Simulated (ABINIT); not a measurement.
The system is RuRh.

```
CELL_PARAMETERS angstrom
2.70942 0.00000 0.00000
-1.35471 2.34642 0.00000
0.00000 0.00000 4.29837
ATOMIC_POSITIONS crystal
Rh 0.66667 0.33333 0.00000
Ru 0.00000 0.00000 0.50000
```

The cell comes from a database or a generator and needn't be the stable form of this composition.

```yaml
Program: ABINIT 10.8.3 (patched build)
Task: relaxation of cell and atoms
Functional: PW91
Potentials_or_basis: JTH PAW PBE v2.0
Cutoff: 517 eV
k_mesh: 11 × 11 × 6
Occupations: fermi-dirac, width 0.05 eV
Spin: no spin polarisation
```

At the start: pressure 5.6 GPa; volume 13.66 Å³/atom.

How do energy, volume and symmetry change on relaxing?

Over 6 steps the energy falls by 4.6 meV/atom and the volume is 13.93 Å³/atom (+1.9 %); space group P-6m2 (No. 187, to 0.05 Å).

Step by step:
```
step  energy change (eV)  largest force (eV/Å)  pressure (GPa)  volume (Å³)
   1              0.0000                0.0000            5.65        27.33
   2             -0.0090                0.0000            0.52        27.80
   3             -0.0091                0.0000            0.02        27.85
   4             -0.0091                0.0000           -0.03        27.86
   5             -0.0091                0.0000           -0.02        27.86
   6             -0.0091                0.0000            0.00        27.85
```

Final structure:
```yaml
crystal:
  lattice:
    - [2.72815, 0.00000, 0.00000]
    - [-1.36408, 2.36265, 0.00000]
    - [0.00000, 0.00000, 4.32140]
  atoms:
    - { symbol: Rh, position: [0.66667, 0.33333, 0.00000] }
    - { symbol: Ru, position: [0.00000, 0.00000, 0.50000] }
```

Caveat: the PAW data sets were made with another functional, which shifts forces and pressure a little.
